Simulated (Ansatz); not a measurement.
Run this with Ansatz 0.2.0 through its Python package and show what comes out.

`ch8ossi2_opt.py`:
```python
# -*- coding: utf-8 -*-
"""Relax the CH8OSSi2 molecule."""

import ansatz as az
import numpy as np

GEOMETRY = """
O    -1.34460    1.17850   -0.26490
C    -0.22010    0.44660    0.01490
Si   -0.42250   -0.84750    1.37600
Si    0.55120   -0.57370   -1.41720
S     1.09630    1.62020    0.52360
H    -1.43970    1.92120    0.41680
H     0.92660   -1.50840    1.73570
H    -1.33870   -1.88510    1.02140
H    -0.89810   -0.17940    2.66900
H     0.80570    0.30060   -2.54420
H    -0.51390   -1.59560   -1.87250
H     1.75570   -1.28430   -1.03480
H     1.06250    2.37210   -0.60900
"""

geometry = az.Crystal.molecule()
for line in GEOMETRY.strip().splitlines():
    symbol, *xyz = line.split()
    geometry = geometry.atom(symbol, [float(v) for v in xyz])

model = (
    geometry.calculation()
    .basis(gaussian="def2-SVP")
    .functional("HF")
)
symbols = [site.symbol for site in geometry.cartesian_sites]
start = np.array([site.position_ang for site in geometry.cartesian_sites], dtype=float)
def progress(event):
    if event["event"] == "relax_step":
        row = event["data"]
        print(f"step {row['step']:3d}  E = {row['lagrangian_ev']:.6f} eV  max force {row['allowed_force_max_ev_ang']:.4f} eV/A")


r = model.relax(force_tolerance=0.005, max_steps=100).session().plan().execute(on_event=progress).report
end = np.array(r["positions_ang"])

print(f"E = {r['free_energy_ev']:.6f} eV = {r['free_energy_ev'] / 27.211386246:.7f} Ha")
print("converged:", r["converged"], " doubts:", r["published_state_doubts"] or "none")

print("bond        before    after (A)")
for i, j in [(0, 1), (0, 5), (1, 2), (1, 3), (1, 4), (2, 6), (2, 7), (2, 8), (3, 9), (3, 10), (3, 11), (4, 12)]:
    d0, d1 = (np.linalg.norm(xyz[i] - xyz[j]) for xyz in (start, end))
    print(f"{symbols[i]}{i}-{symbols[j]}{j}".ljust(10), f"{d0:8.4f} {d1:8.4f}")
with open("ch8ossi2_opt.xyz", "w") as handle:
    handle.write(f"{len(symbols)}\nrelaxed CH8OSSi2\n")
    handle.writelines(f"{s:2s} {x:11.6f} {y:11.6f} {z:11.6f}\n" for s, (x, y, z) in zip(symbols, end))
```

```console
$ python ch8ossi2_opt.py
step   1  E = -29723.915365 eV  max force 2.6896 eV/A
step   2  E = -29724.404815 eV  max force 1.1578 eV/A
step   3  E = -29724.487578 eV  max force 0.2640 eV/A
step   4  E = -29724.499769 eV  max force 0.2204 eV/A
step   5  E = -29724.495386 eV  max force 0.5678 eV/A
step   6  E = -29724.513011 eV  max force 0.0612 eV/A
step   7  E = -29724.515491 eV  max force 0.1052 eV/A
step   8  E = -29724.516236 eV  max force 0.0165 eV/A
step   9  E = -29724.516320 eV  max force 0.0058 eV/A
step  10  E = -29724.516338 eV  max force 0.0049 eV/A
E = -29724.516338 eV = -1092.3558274 Ha
converged: True  doubts: none
bond        before    after (A)
O0-C1        1.3706   1.4137
O0-H5        1.0126   0.9471
C1-Si2       1.8890   1.9235
C1-Si3       1.9201   1.9143
C1-S4        1.8355   1.8346
Si2-H6       1.5447   1.4795
Si2-H7       1.4289   1.4792
Si2-H8       1.5311   1.4823
Si3-H9       1.4489   1.4801
Si3-H10      1.5447   1.4797
Si3-H11      1.4498   1.4807
S4-H12       1.3599   1.3366
```

`ch8ossi2_opt.xyz`, as written:
```text
13
relaxed CH8OSSi2
O    -1.326037    0.974030   -0.292042
C    -0.091402    0.377592    0.052351
Si   -0.386286   -0.808445    1.537712
Si    0.491783   -0.521438   -1.533951
S     1.150112    1.628551    0.561932
H    -1.578145    1.603995    0.368638
H     0.878974   -1.419973    2.000493
H    -1.327528   -1.866238    1.109760
H    -0.996755   -0.020067    2.634581
H     0.783570    0.491565   -2.572915
H    -0.569562   -1.436503   -2.009135
H     1.713884   -1.302585   -1.235983
H     1.277792    2.264716   -0.606642
```

Caveats:
- Total energies depend on the basis set; only differences at equal settings carry meaning.
- The end point is the stationary point reached from this start; no frequency run checks that it is a minimum, and the basis set is modest.
- Hardware and time: 48 s on 1 thread of Arm Neoverse V2, with other jobs on the host, peak memory 0.35 GiB.

(A comment or docstring line of the script was reworded after the run, the code is as it ran; lines on the test bed's own set-up are left out of the output.)
